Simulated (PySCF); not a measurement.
# BF2H3SeSi: the cost of one run

Programs: PySCF 2.14.0, with routines of our own; each step states its level. All values are computed. Atoms count from 0.

## Step 1: The starting structure

8 atoms, charge 0, multiplicity 1; geometry from: GFN2-xTB.

## Step 2: Relaxing the molecule at PBE0-D3(BJ)/def2-SVP

What the job is given:

```
{"job": {"xc": "PBE0", "basis": "def2-SVP", "d3": "d3bj", "grid": 1, "maxiter": 30, "shake": 0.01, "kind": "geom"}, "charge": 0, "multiplicity": 1}
F     -0.007480    -2.525890    -0.033400
B     -0.419760    -1.250470     0.041580
F     -1.742090    -1.120800     0.143750
Si     0.865930     0.289570     0.000520
Se    -0.378260     2.221050    -0.139940
H      1.658190     0.422650     1.203590
H      1.746440     0.301830    -1.148550
H     -1.667840     1.642920    -0.120020
```

Launch:

```console
$ OMP_NUM_THREADS=1 python heavy_run.py task.json out
```

The driver reads the jobs from task.json and runs them one after another.

**Question.** How long does this first job take on 1 thread of Arm Neoverse N1, shared host, and how much memory does it need?

About 1.9 min, with a peak of 0.44 GiB.
